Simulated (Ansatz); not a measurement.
# NaCu in Ansatz: the effect of functional

Crystal: NaCu.

```
Na Cu
1.0
     2.94224    0.00000    0.00000
     0.00000    2.94224    0.00000
     0.00000    0.00000    4.04091
Na Cu
1 1
Direct
  0.00000 0.00000 0.00000
  0.50000 0.50000 0.50000
```

The cell was built by a generator and needn't be a form met in nature.

Alike in all runs:

* Program: Ansatz 0.2.0
* Task: band structure
* Potentials or basis: Ansatz PAW
* k mesh: 9 × 9 × 7
* Occupations: fermi-dirac, width 0.05 eV
* Spin: no spin polarisation

```tsv
functional	cutoff	pressure (GPa)
LDA	420 eV (not typed: the program's choice for these potentials)	-1.9
PBE	420 eV (not typed: the program's choice for these potentials)	3.0
PBEsol	420 eV (not typed: the program's choice for these potentials)	0.7
RPBE	420 eV (not typed: the program's choice for these potentials)	5.4
revPBE	420 eV (not typed: the program's choice for these potentials)	4.9
BLYP	420 eV (not typed: the program's choice for these potentials)	4.7
r2SCAN	500 eV (not typed: the program's choice for these potentials)	?
```

**Question.** What does the run with functional r2SCAN give?

**Answer.** Pressure 1.3 GPa.

Caveats: the PAW data sets come from PBE, with cores solved anew for the run's functional, which leaves a small shift of forces and pressure (some runs).
